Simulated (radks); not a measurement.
**Zr⁴⁺ in [Kr]: an all-electron calculation**

One table from this session's results is given with a row withheld; the runs are named, their logs left out.

Method: Dirac Kohn-Sham, BP86, spin-unpolarised, spherical densities, finite nucleus. Code: radks (a radial shooting solver on a logarithmic mesh, Libxc functionals) version 1.

## What is computed

```
element            : zirconium (Z = 40)
charge             : +4
electrons          : 36
configuration      : [Kr]
nuclear rms radius : 4.2694 fm
```

The outer shells:

Zr⁴⁺
```
[Ar] core
3d [↑↓][↑↓][↑↓][↑↓][↑↓]
4s [↑↓]
4p [↑↓][↑↓][↑↓]
```

Set-up of the first run:

Settings of this run:

```text
Z 40
configuration [Kr] 5s0 4d0
relativity Dirac
functional b88,p86
spin unpolarised
j_filling energy
nucleus finite rms 4.2694 fm
c 137.035999084
```

One of the session's tables, all rows but one given; the rest of the session is left out.

It belongs to the step «Orbitals and density». Sizes of the orbitals, from the radial functions (bohr):

```
level      <r>  outermost maximum (interpolated)  90 % within  nodes
1s1/2  0.03706                            0.0241       0.0664      0
2s1/2   0.1623                             0.137        0.251      1
2p1/2   0.1386                             0.107        0.227      0
2p3/2   0.1430                             0.111        0.233      0
3s1/2        ?                                 ?            ?      ?
3p1/2   0.4547                             0.396        0.689      1
3p3/2   0.4652                             0.405        0.705      1
3d3/2   0.4500                             0.346        0.724      0
3d5/2   0.4535                             0.348        0.729      0
4s1/2    1.189                              1.07         1.72      3
4p1/2    1.297                              1.15         1.91      2
4p3/2    1.322                              1.17         1.94      2
4d3/2    1.690                              1.43         2.55      1
4d5/2    1.699                              1.44         2.57      1
5s1/2    2.704                              2.52         3.85      4
```

Estimate the missing values for 3s1/2.

The run gave: <r>: 0.4581; outermost maximum (interpolated): 0.408; 90 % within: 0.678; nodes: 2. In the column «<r>» it lies between 3p1/2 (0.4547) and 3p3/2 (0.4652).
